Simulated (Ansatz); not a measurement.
**BGaH4O: one species, many methods**

Aim: compute BGaH4O with functionals from several rungs and with coupled cluster. The yardstick is the atomisation energy at the CCSD(T) limit.

The runs use Ansatz 0.2.0, Gaussian basis; functionals in def2-TZVPP, the program's frozen cores in correlated methods.

Levels to be run: LDA (SPW92), PBE-D4, revPBE-D4, BLYP-D4, r2SCAN-D4, B97M-V, PBE0-D4, B3LYP-D4, r2SCANh-D4, r2SCAN0-D4, HSE06-D4, BHLYP-D4, CAM-B3LYP-D4, LC-ωPBE, ωB97X-V, ωB97M-V, B2PLYP, PBE-QIDH; CCSD(T)/def2-SVP; CCSD(T)/def2-TZVPP; MP2/def2-QZVPP; extrapolation to the limit; RPA on PBE.

## (1) The relaxed structure

The geometry comes from an earlier relaxation with PBE0-D4 in a triple-zeta def2 set; it is a stationary point, not always the lowest conformer.

7 atoms, charge 0, spin multiplicity 1.

Atoms are counted from 1 here; the program's logs count them from 0.

Bond lengths: B1–Ga2 2.082 Å, B1–H4 1.197 Å, B1–H5 1.197 Å, Ga2–O3 1.799 Å, Ga2–H6 1.566 Å, O3–H7 0.959 Å. Angles: Ga2–B1–H4 121.9°, Ga2–B1–H5 121.9°, H4–B1–H5 116.1°, B1–Ga2–O3 119.8°, B1–Ga2–H6 129.7°, O3–Ga2–H6 110.5°, Ga2–O3–H7 114.6°.

As a file:

| atom | x (Å) | y (Å) | z (Å) |
| --- | --- | --- | --- |
| B1 | -1.3728 | 0.0183 | 0.0204 |
| Ga2 | 0.6386 | 0.0085 | 0.5591 |
| O3 | 1.9052 | -0.0840 | -0.7145 |
| H4 | -2.0051 | -0.9930 | -0.0843 |
| H5 | -1.9658 | 1.0358 | -0.1956 |
| H6 | 1.2937 | 0.0720 | 1.9801 |
| H7 | 1.5675 | -0.1255 | -1.6109 |

## (2) LDA

This LDA is Slater exchange with PW92 correlation.

Contents of in.yaml:

```yaml
crystal:
  periodic: [false, false, false]
  atoms:
    - {symbol: B, position_ang: [-1.372810, 0.018298, 0.020404]}
    - {symbol: Ga, position_ang: [0.638609, 0.008523, 0.559121]}
    - {symbol: O, position_ang: [1.905214, -0.084042, -0.714503]}
    - {symbol: H, position_ang: [-2.005094, -0.993007, -0.084312]}
    - {symbol: H, position_ang: [-1.965789, 1.035751, -0.195563]}
    - {symbol: H, position_ang: [1.293709, 0.071991, 1.980129]}
    - {symbol: H, position_ang: [1.567460, -0.125515, -1.610878]}
basis:
  gaussian: {orbitals: def2-TZVPP}
hamiltonian: {xc: lda}
output: {orbitals: {seedname: orbitals}}
```

Started as:

```bash
ansatz run in.yaml --threads 2 --pin off --events-out ev --progress --plain --max-ram 4352MiB
```

The runs that follow: PBE-D4 (GGA); revPBE-D4 (GGA); BLYP-D4 (GGA); r2SCAN-D4 (meta-GGA); B97M-V (meta-GGA); B3LYP-D4 (hybrid); r2SCANh-D4 (hybrid); r2SCAN0-D4 (hybrid); HSE06-D4 (hybrid); BHLYP-D4 (hybrid); CAM-B3LYP-D4 (range-separated); LC-ωPBE (range-separated); ωB97X-V (range-separated); ωB97M-V (range-separated); B2PLYP (double hybrid); PBE-QIDH (double hybrid); CCSD(T) in def2-SVP; CCSD(T) in def2-TZVPP; MP2 in def2-QZVPP; RPA on PBE orbitals.

**Question.** What will the summary of the whole plan be? Wanted: atomisation energy, CCSD(T)/CBS; farthest beyond LDA; mean size of error, GGA; mean size of error, meta-GGA; mean size of error, hybrid; mean size of error, range-separated; mean size of error, double hybrid; gap, smallest and largest; T1 diagnostic.

**Answer**, as computed:

| quantity | value |
| --- | --- |
| atomisation energy, CCSD(T)/CBS | 2094.9 kJ/mol |
| functionals within 20.9 kJ/mol (1.0 %) | PBE-D4, r2SCAN-D4, B97M-V, B3LYP-D4, r2SCANh-D4, CAM-B3LYP-D4, LC-ωPBE, ωB97X-V, ωB97M-V |
| farthest beyond LDA | BHLYP-D4 (-70.0 kJ/mol) |
| mean size of error, GGA | 26.0 kJ/mol |
| mean size of error, meta-GGA | 5.0 kJ/mol |
| mean size of error, hybrid | 31.0 kJ/mol |
| mean size of error, range-separated | 5.1 kJ/mol |
| mean size of error, double hybrid | 25.9 kJ/mol |
| gap, smallest and largest | 2.66 eV (LDA (SPW92)), 10.06 eV (LC-ωPBE) |
| T1 diagnostic | 0.0149 |
| triples share of the correlation energy | 3.5 % |

What this shows: LDA overbinds by 276.6 kJ/mol (13 %). PBE-D4 misses by +3.2 kJ/mol. Double hybrids carry the basis error of their MP2 part in triple zeta, and no dispersion term here, so their miss is partly the set-up's. The rungs meta-GGA, range-separated miss on average by less than the doubt on the reference (20.9 kJ/mol), so they tie. Misses under about 20.9 kJ/mol are within the doubt on the reference itself, which lacks core-valence correlation, relativity and higher excitations, and its outer-core shells are covered unevenly. Hartree-Fock recovers 73 % of the binding; the rest is correlation. CCSD(T) in def2-SVP is off by -130.2 kJ/mol, which most functionals beat. The gap grows from 2.7 to 10.1 eV across the functionals, mostly with the share of exact exchange. Correlated methods include outer-core shells of Ga, which these sets cover unevenly.
